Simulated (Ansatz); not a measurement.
**Cl2H5NSi2: how energies converge with the basis set**

An exercise on one series of results from a longer session: the logs are not shown, and one member is left open.

Method: one geometry, several basis sets; program: Ansatz 0.2.0, Gaussian basis.

Plan: PBE0-D4/def2-SVP; ωB97M-V/def2-SVP; PBE0-D4/def2-QZVPP; ωB97M-V/def2-QZVPP; the functionals' def2-TZVPP values are taken from earlier runs.

## The relaxed structure

All runs share one geometry, relaxed beforehand with PBE0-D4 in a triple-zeta def2 set.

10 atoms, charge 0, spin multiplicity 1.

Atoms are counted from 1 here; the program's logs count them from 0.

Bond lengths: Cl1–Si2 2.059 Å, Si2–N3 1.715 Å, Si2–H6 1.478 Å, Si2–H7 1.477 Å, N3–Si4 1.715 Å, N3–H8 1.011 Å, Si4–Cl5 2.059 Å, Si4–H9 1.479 Å, Si4–H10 1.477 Å. Angles: Cl1–Si2–N3 112.2°, Cl1–Si2–H6 106.0°, Cl1–Si2–H7 107.4°, N3–Si2–H6 110.3°, N3–Si2–H7 107.9°, H6–Si2–H7 113.0°, Si2–N3–Si4 127.4°, Si2–N3–H8 116.3°, Si4–N3–H8 116.3°, N3–Si4–Cl5 112.2°, N3–Si4–H9 110.3°, N3–Si4–H10 107.9°, Cl5–Si4–H9 106.0°, Cl5–Si4–H10 107.4°, H9–Si4–H10 113.0°.

The first run:

The input, in.yaml:

```yaml
crystal:
  periodic: [false, false, false]
  atoms:
    - {symbol: Cl, position_ang: [-2.318700, -1.418130, 1.357156]}
    - {symbol: Si, position_ang: [-1.344973, 0.267495, 0.686118]}
    - {symbol: N, position_ang: [-0.248837, -0.080164, -0.585871]}
    - {symbol: Si, position_ang: [1.453779, -0.251187, -0.475813]}
    - {symbol: Cl, position_ang: [2.448073, 1.443580, -1.091562]}
    - {symbol: H, position_ang: [-2.402049, 1.188305, 0.216501]}
    - {symbol: H, position_ang: [-0.568013, 0.809768, 1.819630]}
    - {symbol: H, position_ang: [-0.652131, -0.197001, -1.505717]}
    - {symbol: H, position_ang: [1.918476, -1.340312, -1.361202]}
    - {symbol: H, position_ang: [1.797574, -0.473655, 0.943660]}
basis:
  gaussian: {orbitals: def2-SVP}
hamiltonian: {xc: pbe0, dispersion: d4}
output: {orbitals: {seedname: orbitals}}
```

Command:

```
$ ansatz run in.yaml --threads 4 --pin off --events-out ev --progress --plain --max-ram 10444MiB
```

Steps of the session up to this table: PBE0-D4 in def2-SVP; ωB97M-V in def2-SVP; PBE0-D4 in def2-QZVPP; ωB97M-V in def2-QZVPP.

One of the session's tables, all rows but one given; the rest of the session is left out.

It belongs to the step «Density functionals: the series». 

| functional | basis | HOMO (eV) | LUMO (eV) |
| --- | --- | --- | --- |
| PBE0-D4 | def2-SVP | -8.36 | 0.44 |
| PBE0-D4 | def2-TZVPP | -8.47 | -0.09 |
| PBE0-D4 | def2-QZVPP | -8.50 | -0.27 |
| ωB97M-V | def2-SVP | -10.60 | 2.29 |
| ωB97M-V | def2-TZVPP | ? | ? |
| ωB97M-V | def2-QZVPP | -10.79 | 1.15 |

**Question.** Estimate the row for ωB97M-V, def2-TZVPP.

**Answer.** HOMO (eV): -10.75; LUMO (eV): 1.55. In the column «HOMO (eV)» it lies between ωB97M-V, def2-QZVPP (-10.79) and ωB97M-V, def2-SVP (-10.60).
